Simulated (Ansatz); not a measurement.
# SiGeF+ (triplet): wave-function methods side by side, cc-pVDZ

An exercise on one series of results from a longer session: the logs are not shown, and one member is left open.

The runs use Ansatz 0.2.0, Gaussian basis; cc-pVDZ, core rule «outside noble gas», up to 20 orbitals frozen.

Plan: UHF; CCSD(T) on ROHF; CCSD(T) on UHF; BCCD(T) on ROHF; CISD; CCSDT(Q) on ROHF; CCSDT(Q) on UHF.

31 further runs of the same task are left out: 12 for a known fault of the program, 8 that didn't finish, 11 set aside as unsound or not needed.

### The system

The geometry is a PBE0/def2-TZVP stationary point (not a proven minimum) of the parent state, kept for this charge and spin. No spin-orbit coupling is included. The filled d shell of Ge may be among the frozen orbitals whatever the setting's name suggests; the logs give the count.

3 atoms, charge 1, spin multiplicity 3.

Atoms are counted from 1 here; the program's logs count them from 0.

Bond lengths: F1–Si2 1.609 Å, Si2–Ge3 2.401 Å. Angles: F1–Si2–Ge3 112.0°.

Set-up of the first run:

Contents of in.yaml:

```yaml
crystal:
  periodic: [false, false, false]
  atoms:
    - {symbol: F, position_ang: [0.000000, -0.643638, 2.239660]}
    - {symbol: Si, position_ang: [0.000000, 0.614886, 1.236912]}
    - {symbol: Ge, position_ang: [0.000000, -0.069401, -1.064004]}
basis:
  gaussian: {orbitals: cc-pVDZ}
total_charge: 1
magnetization: {spin_polarized: true, initial_magnetization: 2}
hamiltonian: {xc: hf}
output: {orbitals: {seedname: orbitals}}
```

Command:

```console
$ ansatz run in.yaml --threads 1 --pin off --events-out ev --progress --plain --max-ram 2393MiB
```

Among the steps run: UHF; CCSD(T) on ROHF; CCSD(T) on UHF; BCCD(T) on ROHF; CISD; CCSDT(Q) on ROHF; CCSDT(Q) on UHF.

One of the session's tables, all rows but one given; the rest of the session is left out.

```
   method  from UCCSDT(Q) (meV)
     ROHF               +9418.8
      UHF               +9199.1
     RMP2               +1075.9
     UMP2               +1125.6
     CISD               +1241.9
    RCCSD                +338.7
    UCCSD                +329.0
 RCCSD(T)                 +75.4
 UCCSD(T)                 +73.3
  BCCD(T)                 +69.0
   RCCSDT                 +30.9
   UCCSDT                     ?
RCCSDT(Q)                  +9.5
UCCSDT(Q)                     0
```

Estimate the missing values for UCCSDT.

The run gave: from UCCSDT(Q) (meV): +26.1. In the column «from UCCSDT(Q) (meV)» it lies between RCCSDT(Q) (+9.5) and RCCSDT (+30.9).

To keep in mind: Restricted and unrestricted rows rest on different reference determinants; where their highest levels disagree by more than a few hundredths of an eV, they describe different states and don't form one ladder.
